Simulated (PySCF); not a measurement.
# F2GeH4P2 (GeH3PHPF2): the cost of one run

Programs: PySCF 2.14.0, with routines of our own; each step states its level. All values are computed. Atoms count from 0.

## 1. The starting structure

9 atoms, charge 0, multiplicity 1; geometry from: GFN2-xTB.

## 2. Relaxing the molecule at PBE0-D3(BJ)/def2-SVP

The job: settings as JSON, then the geometry in Å.

```
{"job": {"xc": "PBE0", "basis": "def2-SVP", "d3": "d3bj", "grid": 1, "maxiter": 30, "shake": 0.01, "kind": "geom"}, "charge": 0, "multiplicity": 1}
F      2.902270     0.424650     1.327760
P      1.397690    -0.215360     1.262190
F      1.863580    -1.505800     0.409810
P      0.654160     0.948450    -0.420850
Ge    -1.380320    -0.206990    -0.257320
H      0.194990     1.946560     0.466610
H     -2.406280     0.474480    -1.088410
H     -1.236090    -1.594460    -0.762310
H     -1.932180    -0.288690     1.164980
```

Run with:

```bash
$ OMP_NUM_THREADS=1 python heavy_run.py task.json out
```

This one command runs all jobs of the session in turn.

**Question.** How long does this first job take on 1 thread of Arm Neoverse V1, shared host, and how much memory does it need?

About 57 s, with a peak of 0.49 GiB.
